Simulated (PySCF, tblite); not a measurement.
# C5H10BFS: geometry, infrared bands and NMR shifts

Aim: predict the infrared bands and NMR shifts of C5H10BFS (`B[C@@H]1C[C@]1(CF)SC`).

Programs: tblite 0.8.0 and PySCF 2.14.0, with density-fitted response routines of our own. Each step states its level of theory. These are calculated values for one molecule in the gas phase, unless marked as measured. Atoms count from 0, in the outputs and in this text.

## Step 1: The starting structure

18 atoms, charge 0, multiplicity 1; geometry from: force field or distance geometry start.

Bonds of the start (Å): B0–C1 1.59, C1–C2 1.52, C2–C3 1.49, C3–C4 1.52, C4–F5 1.38, C3–S6 1.78, S6–C7 1.82, C3–C1 1.49, B0–H8 1.18, B0–H9 1.22, C1–H10 1.11, C2–H11 1.09, C2–H12 1.12, C4–H13 1.10, C4–H14 1.10, C7–H15 1.11, C7–H16 1.09, C7–H17 1.13.

## Step 2: Relaxing the molecule with GFN2-xTB

The job: settings as JSON, then the geometry in Å.

```
{"job": {"kind": "relax", "xc": "GFN2-xTB", "basis": "xTB"}, "charge": 0, "multiplicity": 1}
B     -0.899300     1.959300    -0.531600
C     -1.034400     0.377900    -0.545600
C     -1.618900    -0.117000     0.769800
C     -0.224100    -0.461300     0.380200
C     -0.048300    -1.951400     0.145800
F      0.742300    -2.447200     1.159000
S      1.226700     0.323000     1.056700
C      2.398300     0.581700    -0.307100
H     -0.328300     2.438000     0.384500
H     -1.945000     2.521000    -0.799000
H     -1.296900    -0.116200    -1.500200
H     -1.853100     0.584200     1.572200
H     -2.432100    -0.874900     0.597100
H     -1.004100    -2.503700     0.187100
H      0.385500    -2.080400    -0.853800
H      3.387800     0.225100     0.049100
H      2.429000     1.633800    -0.605600
H      2.106200    -0.085700    -1.170400
```

The run is started by

```
OMP_NUM_THREADS=1 python probes_run.py task.json out
```

One launch serves the whole session: the jobs run in the order shown.

**Question.** This job is followed by: GFN2-xTB harmonic vibrations, gas phase; GIAO PBE0/pcSseg-1 NMR shielding, non-relativistic, gas phase. What will the session give for the following? strongest single infrared mode (GFN2-xTB); zero-point energy (GFN2-xTB); 13C shifts against TMS (PBE0/pcSseg-1); 1H shifts against TMS (PBE0/pcSseg-1, means over atoms taken as alike); 11B shifts against BF3·OEt2 (PBE0/pcSseg-1); 19F shifts against CFCl3 (PBE0/pcSseg-1); 33S shifts against CS2 (PBE0/pcSseg-1).

**Answer**, as computed:

```
                                                              quantity                                         value
                             strongest single infrared mode (GFN2-xTB)                         2678 cm⁻¹, 122 km/mol
                                          zero-point energy (GFN2-xTB)                                 86.8 kcal/mol
                                13C shifts against TMS (PBE0/pcSseg-1)              96.7, 56.6, 32.4, 32.0, 30.6 ppm
1H shifts against TMS (PBE0/pcSseg-1, means over atoms taken as alike)  7.56, 5.28, 4.20, 2.18, 2.04, 1.60, 1.40 ppm
                           11B shifts against BF3·OEt2 (PBE0/pcSseg-1)                                      87.4 ppm
                              19F shifts against CFCl3 (PBE0/pcSseg-1)                                    -229.6 ppm
                                33S shifts against CS2 (PBE0/pcSseg-1)                                        33 ppm
```

Over 119 steps the energy fell by 1.052 eV; of the close pairs, B0–H9 changed most, 1.217 to 1.170 Å. All 48 modes are real, so the xTB geometry is a minimum. The strongest single mode, at 2678 cm⁻¹, moves mainly H8 and H9. Unscaled tight-binding wavenumbers are off by several per cent, some by more. Its intensities can rank the bands wrongly. The most deshielded carbon is C4 (sp3 CH2 bonded to F), at 96.7 ppm: deshielded by the electronegative neighbour. At PBE0/pcSseg-1: The widest tensor belongs to S6: span 387 ppm, with a paramagnetic part of -586 ppm.
